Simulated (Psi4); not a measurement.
# SiHF3 (SMILES F[SiH](F)F) at PW91/aug-pcseg-1

What is the vertical electron affinity of SiHF3 at PW91/aug-pcseg-1? 

The calculation is run with Psi4 1.11.

5 further runs of the same task are left out: 4 that didn't finish, 1 set aside as unsound or not needed.

### Step 1. The molecule

The species is SiHF3 (5 atoms), meant as a singlet with charge 0. SMILES: `F[SiH](F)F`. The coordinates come from a PBE0-D4/def2-TZVP relaxation.

Bond lengths: F1–Si2 1.573 Å, Si2–F3 1.573 Å, Si2–F4 1.573 Å, Si2–H5 1.461 Å. Angles: F1–Si2–F3 108.3°, F1–Si2–F4 108.3°, F3–Si2–F4 108.3°, F1–Si2–H5 110.7°, F3–Si2–H5 110.7°, F4–Si2–H5 110.7°.

### Step 2. Energy and one-electron properties at PW91/aug-pcseg-1

Input file job.dat:

```
memory 1600 mb

molecule m {
  0 1
  F     -0.84489655    -0.15533549     2.81814857
  Si     0.07691185     0.00321253    -0.00340151
  F     -1.12835547     2.42149506    -1.24192801
  F     -0.93711519    -2.38729101    -1.44979788
  H      2.83345535     0.11791891    -0.12302117
  units au
}

set {
  basis     aug-pcseg-1
  reference rks
  scf_type  pk
}

e, wfn = energy("pw91", return_wfn=True)
oeprop(wfn, "LOWDIN_CHARGES", "MULLIKEN_CHARGES", "DIPOLE")
```

The run is started by

```bash
$ psi4 -i job.dat -o job.out -n 1
```

job.out, cut to the lines that bear on the results:

```text
[...]
  Running in c1 symmetry.
[...]
  Nuclear repulsion =  188.407850502799874
[...]
  Multiplicity = 1
[...]
  Nalpha       = 21
  Nbeta        = 21
[...]
    Number of basis functions: 105
[...]
   @RKS iter   1:  -589.49652045490006   -2.08211e-01   6.59591e-03 ADIIS/DIIS
[...]
   @RKS iter   8:  -589.65248359963095   -4.73528e-09   8.28341e-07 DIIS
[...]
    Orbital Energies [Eh]
    ---------------------
    Doubly Occupied:
       1A    -65.561460     2A    -24.299527     3A    -24.299522
       4A    -24.299486     5A     -5.176815     6A     -3.596214
       7A     -3.596213     8A     -3.591650     9A     -1.153773
      10A     -1.126977    11A     -1.126942    12A     -0.552117
      13A     -0.478801    14A     -0.478784    15A     -0.462543
      16A     -0.425692    17A     -0.425680    18A     -0.402014
      19A     -0.401993    20A     -0.385208    21A     -0.359036
[...]
  @RKS Final Energy:  -589.65248359963095
   => Energetics <=
    Nuclear Repulsion Energy =            188.4078505027998744
    One-Electron Energy =               -1194.2589757910520802
    Two-Electron Energy =                 468.8840050157818382
    DFT Exchange-Correlation Energy =     -52.6853633271606441
    Empirical Dispersion Energy =           0.0000000000000000
    VV10 Nonlocal Energy =                  0.0000000000000000
    Total Energy =                       -589.6524835996309548
[...]
 Multipole Moments:
 ------------------------------------------------------------------------------------
     Multipole            Electronic (a.u.)      Nuclear  (a.u.)        Total (a.u.)
 ------------------------------------------------------------------------------------
 L = 1.  Multiply by 2.5417464519 to convert [e a0] to [Debye]
 Dipole X            :         -1.7808966            2.2804039            0.4995072
 Dipole Y            :         -0.0740808            0.0949100            0.0208292
 Dipole Z            :          0.0770927           -0.0990473           -0.0219546
 Magnitude           :                                                    0.5004232
[...]
  Mulliken Charges: (a.u.)
   Center  Symbol    Alpha    Beta     Spin     Total
       1     F     4.72759  4.72759  0.00000 -0.45517
       2    SI     6.37516  6.37516  0.00000  1.24969
       3     F     4.72755  4.72755  0.00000 -0.45509
       4     F     4.72755  4.72755  0.00000 -0.45511
       5     H     0.44216  0.44216  0.00000  0.11568
   Total alpha = 21.00000, Total beta = 21.00000, Total charge =  0.00000
  Lowdin Charges: (a.u.)
   Center  Symbol    Alpha    Beta     Spin     Total
       1     F     4.71372  4.71372  0.00000 -0.42744
[...]
```

It took 11 s on 1 thread of Intel Xeon Platinum 8375C at 2.90GHz (Ice Lake), shared host; peak memory 0.59 GiB.

Atomic charges (e):

```csv
atom,Löwdin,Mulliken
F1,-0.427,-0.455
Si2,+1.357,+1.250
F3,-0.427,-0.455
F4,-0.427,-0.455
H5,-0.075,+0.116
```

### Step 3. The doublet anion at the same level

Input file f3hsi.json:

```json
{
 "schema_name": "qcschema_input",
 "schema_version": 1,
 "molecule": {
  "schema_name": "qcschema_molecule",
  "schema_version": 2,
  "symbols": ["F", "Si", "F", "F", "H"],
  "geometry": [-0.84489655, -0.15533549, 2.81814857, 0.07691185, 0.00321253, -0.00340151, -1.12835547, 2.42149506, -1.24192801, -0.93711519, -2.38729101, -1.44979788, 2.83345535, 0.11791891, -0.12302117],
  "molecular_charge": -1,
  "molecular_multiplicity": 2
 },
 "driver": "energy",
 "model": {
  "method": "pw91",
  "basis": "aug-pcseg-1"
 },
 "keywords": {
  "reference": "uks",
  "scf_type": "pk",
  "scf_properties": ["LOWDIN_CHARGES", "MULLIKEN_CHARGES", "DIPOLE"]
 }
}
```

The run is started by

```bash
$ psi4 --qcschema f3hsi.json -n 1 --memory 1600MB
```

stdout:

```text
Psi4 1.11 release

   => Loading Basis Set <=

    Name: AUG-PCSEG-1
    Role: ORBITAL
    Keyword: BASIS

         ---------------------------------------------------------
                                   SCF
                              UKS Reference
                        1 Threads,   1525 MiB Core
         ---------------------------------------------------------

  ==> Geometry <==

    Molecular point group: c1
    Full point group: C1

    Geometry (in Bohr), charge = -1, multiplicity = 2:

       Center              X                  Y                   Z               Mass
    ------------   -----------------  -----------------  -----------------  -----------------
         F           -0.260051609579    -0.130997428409     2.792762638130    18.998403162730
         SI           0.661756790421     0.027550591591    -0.028787441870    27.976926534650
         F           -0.543510529579     2.445833121591    -1.267313941870    18.998403162730
         F           -0.352270249579    -2.362952948409    -1.475183811870    18.998403162730
         H            3.418300290421     0.142256971591    -0.148407101870     1.007825032230

  Running in c1 symmetry.

  Rotational constants: A =      0.23792  B =      0.23791  C =      0.13655 [cm^-1]
  Rotational constants: A =   7132.64485  B =   7132.23786  C =   4093.74178 [MHz]
  Nuclear repulsion =  188.407850502799874

  Charge       = -1
  Multiplicity = 2
  Electrons    = 43
  Nalpha       = 22
  Nbeta        = 21

  ==> Algorithm <==

  SCF Algorithm Type is PK.
  DIIS enabled.
  MOM disabled.
  Fractional occupation disabled.
  Guess Type is SAD.
  Energy threshold   = 1.00e-06
  Density threshold  = 1.00e-06
  Integral threshold = 1.00e-12

  ==> Primary Basis <==

  Basis Set: AUG-PCSEG-1
    Blend: AUG-PCSEG-1
    Number of shells: 43
    Number of basis functions: 105
    Number of Cartesian functions: 113
    Spherical Harmonics?: true
    Max angular momentum: 2

  ==> DFT Potential <==

   => LibXC <=

    Version 7.1.2

   => Composite Functional: PW91 <=

    PW91 GGA Exchange-Correlation Functional

    Deriv               =              1
    GGA                 =           TRUE
    Meta                =          FALSE

    Exchange Hybrid     =          FALSE
    MP2 Hybrid          =          FALSE

   => Exchange Functionals <=

    1.0000    XC_GGA_X_PW91

   => Correlation Functionals <=

    1.0000    XC_GGA_C_PW91

   => LibXC Density Thresholds  <==

    XC_GGA_C_PW91:  1.00E-12
    XC_GGA_X_PW91:  1.00E-15

   => Molecular Quadrature <=

    Radial Scheme          =       TREUTLER
    Pruning Scheme         =           NONE
    Nuclear Scheme         =       TREUTLER

    Blocking Scheme        =         OCTREE
    BS radius alpha        =              1
    Pruning alpha          =              1
    Radial Points          =             75
    Spherical Points       =            302
    Total Points           =         110331
    Total Blocks           =            892
    Max Points             =            256
    Max Functions          =            104
    Weights Tolerance      =       1.00E-15

  ==> Integral Setup <==

  Using in-core PK algorithm.
   Calculation information:
      Number of atoms:                   5
      Number of AO shells:              43
      Number of primitives:             80
      Number of atomic orbitals:       113
      Number of basis functions:       105

      Integral cutoff                 1.00e-12
      Number of threads:                 1

  Performing in-core PK
  Using 30974790 doubles for integral storage.
  We computed 431796 shell quartets total.
  Whereas there are 447931 unique shell quartets.

  ==> DiskJK: Disk-Based J/K Matrices <==

    J tasked:                  Yes
    K tasked:                   No
    wK tasked:                  No
    Memory [MiB]:              927
    Schwarz Cutoff:          1E-12

  Cached 50.0% of DFT collocation blocks in 0.150 [GiB].

  Minimum eigenvalue in the overlap matrix is 5.5736692824E-04.
  Reciprocal condition number of the overlap matrix is 7.6969893181E-05.
    Using symmetric orthogonalization.

  ==> Pre-Iterations <==

  SCF Guess: Superposition of Atomic Densities via on-the-fly atomic UHF (no occupation information).

   -------------------------
    Irrep   Nso     Nmo
   -------------------------
     A        105     105
   -------------------------
    Total     105     105
   -------------------------

  ==> Iterations <==

                        Total Energy        Delta E     RMS |[F,P]|

   @UKS iter SAD:  -589.28830989129244   -5.89288e+02   0.00000e+00
   @UKS iter   1:  -589.29119282899740   -2.88294e-03   7.91606e-03 ADIIS/DIIS
   @UKS iter   2:  -588.40860405002047    8.82589e-01   1.77784e-02 ADIIS/DIIS
   @UKS iter   3:  -589.60165378107195   -1.19305e+00   1.73736e-03 ADIIS/DIIS
   @UKS iter   4:  -589.60940201834114   -7.74824e-03   1.23965e-03 ADIIS/DIIS
   @UKS iter   5:  -589.61746239565571   -8.06038e-03   6.78127e-04 ADIIS/DIIS
   @UKS iter   6:  -589.62135076636730   -3.88837e-03   3.30137e-04 ADIIS/DIIS
   @UKS iter   7:  -589.62255748337338   -1.20672e-03   1.73442e-04 ADIIS/DIIS
   @UKS iter   8:  -589.61135406684673    1.12034e-02   8.25439e-04 ADIIS/DIIS
   @UKS iter   9:  -589.61140277880008   -4.87120e-05   8.23625e-04 ADIIS/DIIS
   @UKS iter  10:  -589.61069451627338    7.08263e-04   8.52330e-04 ADIIS/DIIS
   @UKS iter  11:  -589.61231808193213   -1.62357e-03   7.91353e-04 ADIIS/DIIS
   @UKS iter  12:  -589.61244610936149   -1.28027e-04   7.84946e-04 ADIIS/DIIS
   @UKS iter  13:  -589.61231061523858    1.35494e-04   7.90651e-04 ADIIS/DIIS
   @UKS iter  14:  -589.61479089741943   -2.48028e-03   6.86557e-04 ADIIS/DIIS
   @UKS iter  15:  -589.61573286940586   -9.41972e-04   6.44632e-04 ADIIS/DIIS
   @UKS iter  16:  -589.62217944597580   -6.44658e-03   2.92688e-04 ADIIS/DIIS
   @UKS iter  17:  -589.62133117034421    8.48276e-04   3.61671e-04 ADIIS/DIIS
   @UKS iter  18:  -589.62296603922437   -1.63487e-03   3.35413e-04 ADIIS/DIIS
   @UKS iter  19:  -589.61977131163155    3.19473e-03   4.63115e-04 ADIIS/DIIS
   @UKS iter  20:  -589.61964060575031    1.30706e-04   4.68320e-04 ADIIS/DIIS
   @UKS iter  21:  -589.61947947639953    1.61129e-04   4.72102e-04 ADIIS/DIIS
   @UKS iter  22:  -589.61967234557540   -1.92869e-04   4.55499e-04 ADIIS/DIIS
   @UKS iter  23:  -589.62060915604366   -9.36810e-04   4.14710e-04 ADIIS/DIIS
   @UKS iter  24:  -589.62314851972371   -2.53936e-03   3.21436e-04 ADIIS/DIIS
   @UKS iter  25:  -589.62565111477613   -2.50260e-03   2.31399e-04 ADIIS/DIIS
   @UKS iter  26:  -589.62403901211781    1.61210e-03   3.09232e-04 ADIIS/DIIS
   @UKS iter  27:  -589.62023373639681    3.80528e-03   5.02833e-04 ADIIS/DIIS
   @UKS iter  28:  -589.62093015769449   -6.96421e-04   4.55113e-04 ADIIS/DIIS
   @UKS iter  29:  -589.62727270704795   -6.34255e-03   7.40516e-05 DIIS
   @UKS iter  30:  -589.62740328228040   -1.30575e-04   5.79042e-05 DIIS
   @UKS iter  31:  -589.62660664601481    7.96636e-04   1.63850e-04 ADIIS/DIIS
   @UKS iter  32:  -589.62716971674195   -5.63071e-04   9.54638e-05 DIIS
   @UKS iter  33:  -589.62658309716596    5.86620e-04   1.44782e-04 ADIIS/DIIS
   @UKS iter  34:  -589.62640477242746    1.78325e-04   1.55742e-04 ADIIS/DIIS
   @UKS iter  35:  -589.62700688729353   -6.02115e-04   1.12168e-04 ADIIS/DIIS
   @UKS iter  36:  -589.62752676138200   -5.19874e-04   5.24285e-05 DIIS
   @UKS iter  37:  -589.62712945101316    3.97310e-04   1.08342e-04 ADIIS/DIIS
   @UKS iter  38:  -589.62764079877979   -5.11348e-04   1.69883e-05 DIIS
   @UKS iter  39:  -589.62762534519561    1.54536e-05   2.51466e-05 DIIS
   @UKS iter  40:  -589.62764359543769   -1.82502e-05   1.46428e-05 DIIS
   @UKS iter  41:  -589.62764581085219   -2.21541e-06   1.30486e-05 DIIS
   @UKS iter  42:  -589.62764937164070   -3.56079e-06   9.90645e-06 DIIS
   @UKS iter  43:  -589.62764754916486    1.82248e-06   1.04329e-05 DIIS
   @UKS iter  44:  -589.62764516294033    2.38622e-06   1.15967e-05 DIIS
   @UKS iter  45:  -589.62764889741231   -3.73447e-06   6.38409e-06 DIIS
   @UKS iter  46:  -589.62765032423079   -1.42682e-06   1.77628e-06 DIIS
   @UKS iter  47:  -589.62765040579620   -8.15654e-08   7.88387e-07 DIIS
  Energy and wave function converged.

  ==> Post-Iterations <==

   Electrons on quadrature grid:
      Nalpha   =   21.9999094378 ; deviation = -9.056e-05
      Nbeta    =   21.0000310096 ; deviation = 3.101e-05
      Ntotal   =   42.9999404474 ; deviation = -5.955e-05

   @Spin Contamination Metric:   4.835442795E-05
   @S^2 Expected:                7.500000000E-01
   @S^2 Observed:                7.500483544E-01
   @S   Expected:                5.000000000E-01
   @S   Observed:                5.000000000E-01

    Orbital Energies [Eh]
    ---------------------

    Alpha Occupied:

       1A    -65.428376     2A    -24.172138     3A    -24.172132
       4A    -24.172093     5A     -5.044579     6A     -3.463996
       7A     -3.463995     8A     -3.459207     9A     -1.026585
      10A     -0.999985    11A     -0.999947    12A     -0.425114
      13A     -0.352583    14A     -0.352564    15A     -0.334500
      16A     -0.299320    17A     -0.299307    18A     -0.275542
      19A     -0.275520    20A     -0.259148    21A     -0.228660
      22A      0.065564

    Alpha Virtual:

      23A      0.067227    24A      0.075665    25A      0.075676
      26A      0.103455    27A      0.135591    28A      0.135603
      29A      0.178082    30A      0.197493    31A      0.197495
      32A      0.206408    33A      0.208672    34A      0.208686
      35A      0.241880    36A      0.268381    37A      0.282721
      38A      0.282729    39A      0.304679    40A      0.311469
      41A      0.314179    42A      0.314195    43A      0.324276
      44A      0.328605    45A      0.328613    46A      0.387275
      47A      0.387293    48A      0.415821    49A      0.419874
      50A      0.419890    51A      0.432530    52A      0.537984
      53A      0.537997    54A      0.560542    55A      0.560547
      56A      0.600306    57A      0.667898    58A      0.732519
      59A      0.732523    60A      0.736465    61A      0.762168
      62A      0.792284    63A      0.792293    64A      0.888792
      65A      0.888804    66A      0.962374    67A      0.972990
      68A      0.988221    69A      0.988234    70A      1.051057
      71A      1.095798    72A      1.095855    73A      1.172978
      74A      1.173019    75A      1.173033    76A      1.341652
      77A      1.341661    78A      1.368090    79A      1.397351
      80A      1.397361    81A      1.410015    82A      1.883582
      83A      1.883616    84A      1.893518    85A      2.063940
      86A      2.063948    87A      2.459390    88A      2.496578
      89A      2.496588    90A      2.561289    91A      2.795048
      92A      2.795054    93A      2.801175    94A      2.820554
      95A      2.835878    96A      2.835908    97A      2.859289
      98A      2.859324    99A      2.882299   100A      2.891283
     101A      2.928605   102A      2.928626   103A      3.122772
     104A      3.325415   105A      3.325545

    Beta Occupied:

       1A    -65.428217     2A    -24.171983     3A    -24.171977
       4A    -24.171938     5A     -5.044340     6A     -3.463748
       7A     -3.463748     8A     -3.458934     9A     -1.026158
      10A     -0.999610    11A     -0.999572    12A     -0.424454
      13A     -0.352143    14A     -0.352125    15A     -0.333756
      16A     -0.298988    17A     -0.298976    18A     -0.275074
      19A     -0.275052    20A     -0.258864    21A     -0.227389

    Beta Virtual:

      22A      0.082350    23A      0.091322    24A      0.091329
      25A      0.098424    26A      0.137106    27A      0.148461
      28A      0.148468    29A      0.195202    30A      0.201306
      31A      0.201318    32A      0.204278    33A      0.204295
      34A      0.213230    35A      0.254224    36A      0.277531
      37A      0.285664    38A      0.285678    39A      0.304346
      40A      0.307949    41A      0.307956    42A      0.311631
      43A      0.326496    44A      0.328318    45A      0.328322
      46A      0.392970    47A      0.392980    48A      0.416195
      49A      0.424444    50A      0.424459    51A      0.435338
      52A      0.539640    53A      0.539652    54A      0.567052
      55A      0.567062    56A      0.607841    57A      0.673379
      58A      0.734961    59A      0.734974    60A      0.742925
      61A      0.762739    62A      0.793405    63A      0.793414
      64A      0.892459    65A      0.892478    66A      0.961278
      67A      0.974490    68A      0.990446    69A      0.990451
      70A      1.053579    71A      1.097477    72A      1.097537
      73A      1.175291    74A      1.175302    75A      1.175966
      76A      1.341373    77A      1.341381    78A      1.368813
      79A      1.396800    80A      1.396813    81A      1.408322
      82A      1.884986    83A      1.885016    84A      1.894548
      85A      2.064755    86A      2.064763    87A      2.460113
      88A      2.497363    89A      2.497368    90A      2.563816
      91A      2.795497    92A      2.795503    93A      2.801883
      94A      2.820739    95A      2.836279    96A      2.836309
      97A      2.860046    98A      2.860079    99A      2.883056
     100A      2.891795   101A      2.929101   102A      2.929121
     103A      3.123489   104A      3.325931   105A      3.326059

    Final Occupation by Irrep:
              A
    DOCC [    21 ]
    SOCC [     1 ]
    NA   [    22 ]
    NB   [    21 ]

  @UKS Final Energy:  -589.62765040579620

   => Energetics <=

    Nuclear Repulsion Energy =            188.4078505027998744
    One-Electron Energy =               -1199.6114241352188401
    Two-Electron Energy =                 474.3488018347404704
    DFT Exchange-Correlation Energy =     -52.7728786081176509
    Empirical Dispersion Energy =           0.0000000000000000
    VV10 Nonlocal Energy =                  0.0000000000000000
    Total Energy =                       -589.6276504057962029

  UHF NO Occupations:
  HONO-2 :   20  A 1.9999956
  HONO-1 :   21  A 1.9999858
  HONO-0 :   22  A 1.0000000
  LUNO+0 :   23  A 0.0000142
  LUNO+1 :   24  A 0.0000044
  LUNO+2 :   25  A 0.0000015
  LUNO+3 :   26  A 0.0000015

Computation Completed

Properties will be evaluated at   0.000000,   0.000000,   0.000000 [a0]

Properties computed using the SCF density matrix

 Multipole Moments:

 ------------------------------------------------------------------------------------
     Multipole            Electronic (a.u.)      Nuclear  (a.u.)        Total (a.u.)
 ------------------------------------------------------------------------------------

 L = 1.  Multiply by 2.5417464519 to convert [e a0] to [Debye]
 Dipole X            :         -2.3420680            2.2804039           -0.0616642
 Dipole Y            :         -0.0972553            0.0949100           -0.0023453
 Dipole Z            :          0.1023709           -0.0990473            0.0033235
 Magnitude           :                                                    0.0617982

 ------------------------------------------------------------------------------------
  Mulliken Charges: (a.u.)
   Center  Symbol    Alpha    Beta     Spin     Total
       1     F     4.72394  4.72646 -0.00253 -0.45040
       2    SI     7.45959  6.41519  1.04440  0.12522
       3     F     4.72381  4.72642 -0.00261 -0.45023
       4     F     4.72376  4.72642 -0.00266 -0.45018
       5     H     0.36890  0.40551 -0.03660  0.22559

   Total alpha = 22.00000, Total beta = 21.00000, Total charge = -1.00000

  Lowdin Charges: (a.u.)
   Center  Symbol    Alpha    Beta     Spin     Total
       1     F     4.73223  4.71465  0.01758 -0.44688
       2    SI     7.19167  6.32378  0.86790  0.48455
       3     F     4.73221  4.71463  0.01758 -0.44684
       4     F     4.73221  4.71463  0.01758 -0.44684
       5     H     0.61168  0.53231  0.07936 -0.14399

  Total alpha = 22.00000, Total beta = 21.00000, Total charge = -1.00000

	total time  =         52 seconds =       0.87 minutes

    Psi4 run time: 0:00:52.38
```

The result, in JSON:

```text
{
 "driver": "energy",
 "model": {
  "method": "pw91",
  "basis": "aug-pcseg-1"
 },
 "success": true,
 "return_result": -589.6276504057962,
 "properties": {
  "calcinfo_nbasis": 105,
  "calcinfo_nmo": 105,
  "calcinfo_nalpha": 22,
  "calcinfo_nbeta": 21,
  "calcinfo_natom": 5,
  "nuclear_repulsion_energy": 188.40785050279987,
  "return_energy": -589.6276504057962,
  "scf_one_electron_energy": -1199.6114241352188,
  "scf_two_electron_energy": 474.34880183474047,
  "scf_xc_energy": -52.77287860811765,
  "scf_dipole_moment": [-0.06166415027041294, -0.0023453336167465477, 0.003323529858713925],
  "scf_total_energy": -589.6276504057962,
  "scf_iterations": 47
 }
}
```

It took 54 s on 1 thread of Intel Xeon Platinum 8375C at 2.90GHz (Ice Lake), shared host; peak memory 0.6 GiB.

Atomic charges (e):

```csv
atom,Löwdin,Mulliken
F1,-0.447,-0.450
Si2,+0.485,+0.125
F3,-0.447,-0.450
F4,-0.447,-0.450
H5,-0.144,+0.226
```

### Step 4. Summary of results

At PW91/aug-pcseg-1:

| quantity | value |
| --- | --- |
| singlet SiHF3: total energy | -589.65248 Eh |
| singlet SiHF3: dipole moment | 1.27 D |
| singlet SiHF3: HOMO energy | -9.77 eV |
| singlet SiHF3: LUMO energy | -0.69 eV |
| singlet SiHF3: HOMO–LUMO gap | 9.08 eV |
| doublet anion: total energy | -589.62765 Eh |
| doublet anion: HOMO energy (highest over α and β) | 1.78 eV |
| doublet anion: LUMO energy (lowest over α and β) | 1.83 eV |
| doublet anion: ⟨S²⟩ | 0.750 |
| vertical electron affinity (to the doublet anion) | -0.676 eV |

In words: The anion lies 0.68 eV (15.6 kcal/mol) above the neutral: the electron isn't bound at this level, and such a value depends on the basis. Mulliken charges (doublet anion) run from -0.45 on F1 to +0.23 on H5; in a basis this large or diffuse they mean little. The HOMO (doublet anion) lies at positive energy, 1.78 eV, as semi-local functionals often give for anions; only total energies tell whether the electron is bound.
